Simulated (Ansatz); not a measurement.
# CsSn2: the cost of one run

Computed with Ansatz 0.2.0 (DFT PBE, scalar-relativistic, plane waves, PAW, unless a step's input says otherwise).

## 1. Starting point

The structure is trigonal, space group R-3m (No. 166). Conventional cell: a = 4.248 Å, b = 4.248 Å, c = 19.244 Å, α = 90.00°, β = 90.00°, γ = 120.00°. Cs (site symmetry -3m) has 6 Sn at 2.93 Å as nearest neighbours. Around Sn (site symmetry 3m) lie 3 Cs at 2.93 Å.

Coordinates:

```cif
data_structure
_symmetry_space_group_name_H-M 'P 1'
_symmetry_Int_Tables_number 1
_cell_length_a 6.8676
_cell_length_b 6.8676
_cell_length_c 6.8676
_cell_angle_alpha 36.030
_cell_angle_beta 36.030
_cell_angle_gamma 36.030
_cell_volume 100.24
loop_
_atom_site_label
_atom_site_type_symbol
_atom_site_fract_x
_atom_site_fract_y
_atom_site_fract_z
_atom_site_occupancy
Cs1 Cs 0.00000 0.00000 0.00000 1
Sn1 Sn 0.75000 0.75000 0.75000 1
Sn2 Sn 0.25000 0.25000 0.25000 1
```

This is candidate A: cadmium chloride type (R-3m, No. 166).

(A quick probe on a coarse mesh, which set the mesh and smearing, is not shown.)

## 3. A loose first relaxation (candidate A)

The input, input.yaml:

```yaml
crystal:
  lattice:
    - [2.1239034345, 1.2262362197, 6.4147316941]
    - [-2.1239034345, 1.2262362197, 6.4147316941]
    - [0.0, -2.4524724393, 6.4147316941]
  atoms:
    - { symbol: Cs, position: [0.0, 0.0, 0.0] }
    - { symbol: Sn, position: [0.75, 0.75, 0.75] }
    - { symbol: Sn, position: [0.25, 0.25, 0.25] }
basis:
  ecutwfc: 420
kpoints:
  mp_grid: { grid: [6, 6, 6] }
hamiltonian:
  xc: pbe
scf:
  occupations: { method: gaussian, width: 0.1 }
  lower_state_search: "off"
output:
  forces: true
  stress: true
  eigenvalues: true
relax:
  adjacent_minimum: "off"
  f_tol: 0.04
  max_steps: 70
  cell: { stress_tol: 0.4 }
```

Started as:

```console
ansatz run input.yaml --threads 1 --pin off --max-ram 2560MiB --backend cpu --events-out ev --progress --plain --runs-dir out
```

**Question.** How long does this run take on 1 thread of AMD EPYC 9B45 (Zen 5), shared host, and how much memory does it need?

About 22 s, with a peak of 0.48 GiB.
